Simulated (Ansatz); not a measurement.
# SnH₃F + H₂ + HF: a complex and its separated parts

The complex below is one end of an elementary step. How strongly is it bound against its free parts?

Computed with Ansatz 0.2.0, Gaussian basis. Level: PBE0-D4/def2-TZVP structures, single points in def2-TZVPP, no counterpoise correction.

Levels: SPW92, PBE-D4, BLYP-D4, r2SCAN-D4, B97M-V, PBE0-D4, B3LYP-D4, r2SCAN0-D4, BHLYP-D4, CAM-B3LYP-D4, wB97X-V, wB97M-V, B2PLYP, PBE-QIDH, RPA on PBE, Hartree-Fock, MP2, CCSD, CCSD(T).

Correlated methods freeze the cores. Filled d shells of the heavier atoms are correlated. Core potentials replace the inner electrons past krypton, and spin-orbit coupling is left out. B3LYP uses VWN-RPA correlation. B2PLYP carries no dispersion term here.

26 further runs of the same task are left out: 26 set aside as unsound or not needed.

### 1 Where the work starts

The complex: 9 atoms, charge 0, spin multiplicity 1.

Atoms are counted from 1 here; the program's logs count them from 0.

Bond lengths: Sn1–H3 1.694 Å, Sn1–H4 1.696 Å, Sn1–H5 1.696 Å, Sn1–F7 1.957 Å, H2–H8 0.748 Å, H6–F9 0.939 Å. Angles: H3–Sn1–H4 115.2°, H3–Sn1–H5 115.2°, H3–Sn1–F7 103.6°, H4–Sn1–H5 114.7°, H4–Sn1–F7 102.9°, H5–Sn1–F7 102.7°.

Geometry (Å):

| atom | x (Å) | y (Å) | z (Å) |
| --- | --- | --- | --- |
| Sn1 | -0.7965 | 0.8189 | -1.2364 |
| H2 | 1.5166 | -2.7128 | 0.5262 |
| H3 | -0.0396 | -0.6960 | -1.2620 |
| H4 | -2.4903 | 0.7828 | -1.3223 |
| H5 | -0.0644 | 2.0098 | -2.1973 |
| H6 | 0.2714 | 0.5594 | 1.7052 |
| F7 | -0.4663 | 1.4667 | 0.5803 |
| H8 | 1.3645 | -2.1380 | 0.9801 |
| F9 | 0.7046 | -0.0908 | 2.2262 |

Its parts: SnH₃F holds atoms 1, 3, 4, 5, 7; H₂ holds atoms 2, 8; HF holds atoms 6, 9. Each part counts its atoms afresh in its own runs.

### 2 Relaxing SnH₃F alone

Input file relax-a/in.yaml:

```yaml
crystal:
  periodic: [false, false, false]
  atoms:
    - {symbol: Sn, position_ang: [-0.796502, 0.818930, -1.236379]}
    - {symbol: H, position_ang: [-0.039646, -0.696010, -1.261963]}
    - {symbol: H, position_ang: [-2.490287, 0.782849, -1.322272]}
    - {symbol: H, position_ang: [-0.064388, 2.009828, -2.197312]}
    - {symbol: F, position_ang: [-0.466300, 1.466680, 0.580309]}
basis:
  gaussian: {orbitals: def2-TZVP}
hamiltonian: {xc: pbe0, dispersion: d4}
relax: {f_tol: 0.005, max_steps: 200}
```

No record of the launch command was kept for these runs.

The runs that follow: Relaxing H₂ alone; Relaxing HF alone; wB97M-V/def2-TZVPP; CCSD(T)/def2-TZVPP; Vibrations of SnH₃F; Vibrations of H₂; Vibrations of HF.

Before running it: what results should come out? Wanted: complex less parts, CCSD(T)/def2-TZVPP; with zero-point energy; largest T1 diagnostic.

The runs gave:

```
                              quantity         value
complex less parts, CCSD(T)/def2-TZVPP  -39.8 kJ/mol
                with zero-point energy  -27.2 kJ/mol
                 largest T1 diagnostic         0.014
```

In words: At CCSD(T) the complex lies 39.8 kJ/mol below its parts. The functionals run from B2PLYP, off by +0.1 kJ/mol, to SPW92, off by -23.1 kJ/mol, against CCSD(T). PBE-QIDH is as near within the digits shown. Mean unsigned error by rung: LDA 23.1, GGA 4.8, meta-GGA 1.5, hybrid 4.0, range-separated hybrid 4.4, double hybrid 0.1 kJ/mol. PBE-D4 gives a relative energy 6.1 kJ/mol too low, outside chemical accuracy (1 kcal/mol, 4.2 kJ/mol). The complex's frequency run has imaginary modes: the structure is no minimum, so both the energy and the zero-point correction are in doubt. No counterpoise was applied, and triple zeta lacks some correlation, so the CCSD(T) reference has a basis error of its own, and close matches with it are partly luck.
